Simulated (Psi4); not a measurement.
# One shape, several levels: triplet AlCl2F

We compute a comparison of 3 runs (UHF/STO-3G, UHF/3-21G, UB3LYP/6-31G*) of triplet AlCl2F. 

The calculation is run with Psi4 1.11.

1 further run of the same task is left out (set aside as unsound or not needed).

## 1. The structure to begin with

The species is AlCl2F (4 atoms), meant as a triplet with charge 0. SMILES of the parent species: `[F][Al]([Cl])[Cl]`. Geometry: a GFN2-xTB relaxation, a rough one for these elements and not checked as a minimum. That shape belongs to the parent species and isn't relaxed for this state.

Bond lengths: Al1–Cl2 2.019 Å, Al1–Cl3 2.019 Å, Al1–F4 1.655 Å. Angles: Cl2–Al1–Cl3 127.3°, Cl2–Al1–F4 116.4°, Cl3–Al1–F4 116.4°.

## 2. A single-point energy at UHF/STO-3G (run 1)

Input file input.in:

```
memory 1.6 GB

molecule mol {
  0 3
  Al
  Cl 1 r2
  Cl 1 r3 2 a3
  F 1 r4 3 a4 2 d4

  r2 = 2.018776
  r3 = 2.018573
  a3 = 127.2802
  r4 = 1.655012
  a4 = 116.3624
  d4 = 179.98969
  symmetry c1
}

set basis STO-3G
set reference uhf
set puream true
set e_convergence 1e-09
set d_convergence 1e-08
set scf_type pk
set maxiter 200

e, wfn = energy('hf', return_wfn=True)
```

Started as:

```console
$ psi4 input.in input.out -n 1
```

input.out:

```text
[...]
  Running in c1 symmetry.
[...]
  Nuclear repulsion =  247.327656968329194
[...]
  Multiplicity = 3
[...]
  Nalpha       = 29
  Nbeta        = 27
[...]
    Number of basis functions: 32
[...]
   @UHF iter   1: -1245.98934782099900   -1.24753e+00   7.69942e-03 ADIIS/DIIS
[...]
   @UHF iter  30: -1246.06772880926906   -1.22782e-11   6.69416e-09 DIIS
[...]
   @S^2 Observed:                2.006091113E+00
[...]
  @UHF Final Energy: -1246.06772880926906
   => Energetics <=
    Nuclear Repulsion Energy =            247.3276569683291939
    One-Electron Energy =               -2227.8643879037649640
    Two-Electron Energy =                 734.4690021261666288
    Total Energy =                      -1246.0677288092692834
  UHF NO Occupations:
  HONO-2 :   27  A 1.9978830
  HONO-1 :   28  A 1.0000000
[...]
 Multipole Moments:
 ------------------------------------------------------------------------------------
     Multipole            Electronic (a.u.)      Nuclear  (a.u.)        Total (a.u.)
 ------------------------------------------------------------------------------------
 L = 1.  Multiply by 2.5417464519 to convert [e a0] to [Debye]
 Dipole X            :         -0.0027217            0.0000898           -0.0026318
 Dipole Y            :         -0.6439843            0.8224906            0.1785063
 Dipole Z            :         -0.3213715            0.4075843            0.0862129
 Magnitude           :                                                    0.1982525
[...]
```

Wall time 1.9 s (1 thread of Intel Xeon 6975P-C (Granite Rapids), shared host); peak memory 0.18 GiB.

## 3. A single-point energy at UHF/3-21G (run 2)

Input file alcl2f.py:

```python
import psi4

psi4.set_memory('1600 MB')
psi4.set_num_threads(1)
psi4.core.set_output_file('alcl2f.out', False)

mol = psi4.geometry("""
0 3
Al    -0.03341036    -0.05576582    -0.00005669
Cl     3.76987134    -0.35247172     0.02690970
Cl    -2.10071405     3.14987109    -0.03068915
F     -1.63574693    -2.74163356     0.00383614
units au
symmetry c1
no_reorient
no_com
""")

psi4.set_options({
    'basis': '3-21G',
    'reference': 'uhf',
    'puream': True,
    'e_convergence': 1e-09,
    'd_convergence': 1e-08,
    'scf_type': 'pk',
    'maxiter': 200,
})

energy_value, wavefunction = psi4.energy("hf", molecule=mol, return_wfn=True)
psi4.oeprop(wavefunction, "QUADRUPOLE", "DIPOLE", "MULLIKEN_CHARGES")
print(f'hf energy: {energy_value:.10f} Eh')
```

Started as:

```console
$ python alcl2f.py
```

alcl2f.out:

```text
[...]
  Running in c1 symmetry.
[...]
  Nuclear repulsion =  247.327666126931831
[...]
  Multiplicity = 3
[...]
  Nalpha       = 29
  Nbeta        = 27
[...]
    Number of basis functions: 48
[...]
   @UHF iter   1: -1253.93043104623280   -2.69191e-01   7.97953e-03 DIIS/ADIIS
[...]
   @UHF iter  22: -1254.00649245707996   -9.32232e-12   7.06650e-09 DIIS
[...]
   @S^2 Observed:                2.015122156E+00
[...]
  @UHF Final Energy: -1254.00649245707996
   => Energetics <=
    Nuclear Repulsion Energy =            247.3276661269318311
    One-Electron Energy =               -2231.4324186249650666
    Two-Electron Energy =                 730.0982600409531642
    Total Energy =                      -1254.0064924570799576
  UHF NO Occupations:
  HONO-2 :   27  A 1.9940433
  HONO-1 :   28  A 1.0000000
[...]
 Multipole Moments:
 ------------------------------------------------------------------------------------
     Multipole            Electronic (a.u.)      Nuclear  (a.u.)        Total (a.u.)
 ------------------------------------------------------------------------------------
 L = 1.  Multiply by 2.5417464519 to convert [e a0] to [Debye]
 Dipole X            :        -13.0258972           13.2196169            0.1937197
 Dipole Y            :        -21.8287526           22.1561316            0.3273790
 Dipole Z            :          0.0351105           -0.0304624            0.0046482
 Magnitude           :                                                    0.3804286
 L = 2.  Multiply by 1.3450342976 to convert [e a0^2] to [Debye ang]
 Quadrupole XX       :       -374.8900902          340.7193239          -34.1707662
 Quadrupole XY       :         92.5660617          -94.6919862           -2.1259245
[...]
```

Standard output:

```text
hf energy: -1254.0064924571 Eh
```

Wall time 2 s (1 thread of Intel Xeon 6975P-C (Granite Rapids), shared host); peak memory 0.18 GiB.

## 4. Energy and forces at UB3LYP/6-31G(d) (spherical functions) (run 3)

Input file alcl2f.dat:

```
memory 1.6 GB

molecule {
  0 3
  Al    -0.03341036    -0.05576582    -0.00005669
  Cl     3.76987134    -0.35247172     0.02690970
  Cl    -2.10071405     3.14987109    -0.03068915
  F     -1.63574693    -2.74163356     0.00383614
  units bohr
  symmetry c1
  no_reorient
  no_com
}

set {
  reference            uks
  puream               true
  e_convergence        1e-09
  d_convergence        1e-08
  scf_type             pk
  dft_radial_points    99
  dft_spherical_points 590
  maxiter              200
}

energy_value, wavefunction = gradient("b3lyp/6-31G*", return_wfn=True)
oeprop(wavefunction, "MULLIKEN_CHARGES", "MAYER_INDICES", "QUADRUPOLE")
```

Started as:

```console
$ psi4 -n 1 alcl2f.dat alcl2f.out
```

alcl2f.out:

```text
[...]
  Running in c1 symmetry.
[...]
  Nuclear repulsion =  247.327666126931831
[...]
  Multiplicity = 3
[...]
  Nalpha       = 29
  Nbeta        = 27
[...]
    Number of basis functions: 68
[...]
   @UKS iter   1: -1262.50148338611325    7.84775e-03   7.72717e-03 DIIS/ADIIS
[...]
   @UKS iter  16: -1262.62040103519757   -6.82121e-13   2.87202e-09 DIIS
[...]
   @S^2 Observed:                2.004407014E+00
[...]
  @UKS Final Energy: -1262.62040103519757
   => Energetics <=
    Nuclear Repulsion Energy =            247.3276661269318311
    One-Electron Energy =               -2239.6528897015282382
    Two-Electron Energy =                 798.8150999369677265
    DFT Exchange-Correlation Energy =     -69.1102773975689644
    Empirical Dispersion Energy =           0.0000000000000000
    VV10 Nonlocal Energy =                  0.0000000000000000
    Total Energy =                      -1262.6204010351975739
[...]
  -Total Gradient:
     Atom            X                  Y                   Z
    ------   -----------------  -----------------  -----------------
       1        0.029238021682     0.049099606315    -0.000015069130
       2       -0.085670414537     0.007259126302    -0.000624829950
       3        0.047108144843    -0.071989415709     0.000678094079
       4        0.009326173005     0.015633957459    -0.000038218024
[...]
  Mulliken Charges: (a.u.)
   Center  Symbol    Alpha    Beta     Spin     Total
       1    AL     6.97604  5.98116  0.99488  0.04280
       2    CL     8.64039  8.19760  0.44278  0.16201
       3    CL     8.64024  8.19781  0.44243  0.16195
       4     F     4.74333  4.62343  0.11991 -0.36676
   Total alpha = 29.00000, Total beta = 27.00000, Total charge =  0.00000
  Mayer Bond Indices:
  Total Bond Index:
  Irrep: 1 Size: 4 x 4
[...]
```

Run time: 14 s. Hardware: 1 thread of Intel Xeon 6975P-C (Granite Rapids), shared host; peak memory 0.58 GiB.

## 5. All runs side by side

```
run                                level      task         integration grid   energy (Eh)  dipole moment (D)  HOMO energy (eV)   ⟨S²⟩  wall time
  1                           UHF/STO-3G    energy                        –  -1246.067729               0.50             -0.92  2.006      1.9 s
  2                            UHF/3-21G    energy                        –  -1254.006492               0.97             -5.17  2.015        2 s
  3  UB3LYP/6-31G* (spherical functions)  gradient  99 radial × 590 angular  -1262.620401               1.61             -3.03  2.004       14 s
```

## 6. Results

| quantity | value |
| --- | --- |
| run 3: total energy | -1262.62040 Eh |
| run 3: dipole moment | 1.61 D |
| run 3: HOMO energy (highest over α and β) | -3.03 eV |
| run 3: ⟨S²⟩ | 2.004 |
| run 3: largest force on an atom | 4.424 eV/Å |

In words: The dipole moment (its size) runs from 0.50 D (UHF/STO-3G) to 1.61 D (UB3LYP/6-31G*). The two ends differ in method and basis. In run 1 the basis is minimal, so the values are rough. All runs together took 17 s, the longest 14 s.
